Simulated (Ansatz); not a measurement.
**CH₈AlBSi: one species, many methods**

An exercise on one series of results from a longer session: the logs are not shown, and one member is left open.

Program: Ansatz 0.2.0, Gaussian basis. Level of theory: functionals in def2-TZVPP, the program's frozen cores in correlated methods. These are calculated values, not measurements.

Plan: LDA (SPW92), PBE-D4, revPBE-D4, BLYP-D4, r2SCAN-D4, B97M-V, PBE0-D4, B3LYP-D4, r2SCANh-D4, r2SCAN0-D4, HSE06-D4, BHLYP-D4, CAM-B3LYP-D4, LC-ωPBE, ωB97X-V, ωB97M-V, B2PLYP, PBE-QIDH; CCSD(T)/def2-SVP; CCSD(T)/def2-TZVPP; RPA on PBE.

1 further run of the same task is left out (it didn't finish).

### Structure used throughout

An earlier PBE0-D4 in a triple-zeta def2 set relaxation fixed the geometry.

12 atoms, charge 0, spin multiplicity 1.

Atoms are counted from 1 here; the program's logs count them from 0.

Bond lengths: B1–C2 1.507 Å, B1–H5 1.202 Å, B1–H6 1.199 Å, C2–Al3 2.026 Å, C2–Si4 1.847 Å, C2–H7 1.091 Å, Al3–H8 1.579 Å, Al3–H9 1.581 Å, Si4–H10 1.556 Å, Si4–H11 1.479 Å, Si4–H12 1.481 Å. Angles: C2–B1–H5 120.4°, C2–B1–H6 121.2°, H5–B1–H6 118.4°, B1–C2–Al3 103.6°, B1–C2–Si4 119.2°, B1–C2–H7 118.7°, Al3–C2–Si4 84.4°, Al3–C2–H7 108.2°, Si4–C2–H7 114.9°, C2–Al3–H8 120.1°, C2–Al3–H9 114.4°, H8–Al3–H9 124.8°, C2–Si4–H10 102.5°, C2–Si4–H11 116.8°, C2–Si4–H12 115.4°, H10–Si4–H11 103.5°, H10–Si4–H12 103.7°, H11–Si4–H12 112.6°.

The first run:

The input, in.yaml:

```yaml
crystal:
  periodic: [false, false, false]
  atoms:
    - {symbol: B, position_ang: [-1.704045, 0.371996, 0.391574]}
    - {symbol: C, position_ang: [-0.227717, 0.674265, 0.419863]}
    - {symbol: Al, position_ang: [0.617330, -1.113706, 0.858628]}
    - {symbol: Si, position_ang: [0.749540, 0.546872, -1.142146]}
    - {symbol: H, position_ang: [-2.164997, -0.323831, -0.472999]}
    - {symbol: H, position_ang: [-2.437433, 0.775640, 1.250438]}
    - {symbol: H, position_ang: [0.142258, 1.410253, 1.134514]}
    - {symbol: H, position_ang: [-0.142270, -2.454727, 0.514418]}
    - {symbol: H, position_ang: [1.932411, -1.018834, 1.731877]}
    - {symbol: H, position_ang: [1.459205, -0.828861, -0.984960]}
    - {symbol: H, position_ang: [-0.017591, 0.399426, -2.397917]}
    - {symbol: H, position_ang: [1.870307, 1.506207, -1.269291]}
basis:
  gaussian: {orbitals: def2-TZVPP}
hamiltonian: {xc: lda}
output: {orbitals: {seedname: orbitals}}
```

On the command line:

```bash
> ansatz run in.yaml --threads 2 --pin off --events-out ev --progress --plain --max-ram 4352MiB
```

Steps of the session up to this table: LDA; PBE-D4 (GGA); revPBE-D4 (GGA); BLYP-D4 (GGA); r2SCAN-D4 (meta-GGA); B97M-V (meta-GGA); B3LYP-D4 (hybrid); r2SCANh-D4 (hybrid); r2SCAN0-D4 (hybrid); HSE06-D4 (hybrid); BHLYP-D4 (hybrid); CAM-B3LYP-D4 (range-separated); LC-ωPBE (range-separated); ωB97X-V (range-separated); ωB97M-V (range-separated); B2PLYP (double hybrid); PBE-QIDH (double hybrid).

One of the session's tables, all rows but one given; the rest of the session is left out.

It belongs to the step «Frontier levels by functional». 

| functional | HOMO (eV) | gap (eV) |
| --- | --- | --- |
| LDA (SPW92) | -7.19 | 5.01 |
| PBE-D4 | -7.11 | 5.16 |
| revPBE-D4 | -7.06 | 5.21 |
| BLYP-D4 | -6.93 | 5.15 |
| r2SCAN-D4 | -7.34 | 5.72 |
| B97M-V | ? | ? |
| PBE0-D4 | -8.22 | 7.14 |
| B3LYP-D4 | -7.98 | 6.72 |
| r2SCANh-D4 | -7.75 | 6.44 |
| r2SCAN0-D4 | -8.37 | 7.50 |
| HSE06-D4 | -7.82 | 6.37 |
| BHLYP-D4 | -9.17 | 9.01 |
| CAM-B3LYP-D4 | -9.48 | 9.43 |
| LC-ωPBE | -10.85 | 11.87 |
| ωB97X-V | -10.49 | 11.42 |
| ωB97M-V | -10.37 | 11.00 |

**Question.** Estimate the row for B97M-V.

The run gave: HOMO (eV): -7.49; gap (eV): 5.69. In the column «HOMO (eV)» it lies between r2SCANh-D4 (-7.75) and r2SCAN-D4 (-7.34).
